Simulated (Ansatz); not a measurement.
C2HClFSi, SMILES [C]#C[SiH](F)Cl: vertical spin-state energies, run with Ansatz 0.2.0, Python API.

`spin_c2hclfsi.py`:
```python
# -*- coding: utf-8 -*-
import ansatz as az

geometry_ang = [
    ("C", (-2.5508, 0.7922, 0.8189)),
    ("C", (-1.1846, 0.356, 0.4015)),
    ("Si", (0.5063, -0.1998, -0.0833)),
    ("F", (0.7187, -1.7883, 0.0309)),
    ("Cl", (0.9693, 0.3553, -2.012)),
    ("H", (1.5832, 0.4206, 0.7978)),
]
molecule = az.Crystal.molecule()
for symbol, xyz in geometry_ang:
    molecule = molecule.atom(symbol, xyz)

model = (
    molecule.calculation()
    .basis(gaussian="def2-SVP")
    .functional("b3lyp")
)
found = {}
for unpaired in [1, 3]:
    report = model.spin("collinear", total=unpaired).run().report
    s = unpaired / 2
    found[unpaired] = report["free_energy_ev"]
    print(f"2S+1 = {unpaired + 1}: E = {found[unpaired]:.5f} eV, <S^2> = {abs(report['mean_field']['state']['spin_squared']):.3f} (pure state {s * (s + 1):.2f})")
lowest = min(found, key=found.get)
for unpaired, e in found.items():
    print(f"multiplicity {unpaired + 1}: {23.060548 * (e - found[lowest]):.1f} kcal/mol above the lowest")
```

Which spin state is lowest at this geometry, and how far above lie the others?

In order: multiplicity 2 (+0.00 eV) and multiplicity 4 (+2.91 eV), all at the one geometry.

The output:

```console
$ python spin_c2hclfsi.py
2S+1 = 2: E = -25194.65678 eV, <S^2> = 0.754 (pure state 0.75)
2S+1 = 4: E = -25191.75134 eV, <S^2> = 3.782 (pure state 3.75)
multiplicity 2: 0.0 kcal/mol above the lowest
multiplicity 4: 67.0 kcal/mol above the lowest
```

Total energies depend on the basis set; only differences at equal settings carry meaning. The geometry is a force-field or estimated start, not a minimum of this method, and the basis set is short of its limit. All parts are taken at fixed geometry, without zero-point energy. The species is open-shell (spin multiplicity 2). b3lyp holds the VWN-RPA fit, as in Gaussian; the form of ORCA and Turbomole is b3lyp5. Hardware and time: 14 s on 1 thread of AMD EPYC 9R45 96-Core Processor (Zen 5), with other jobs on the host, peak memory 0.31 GiB.
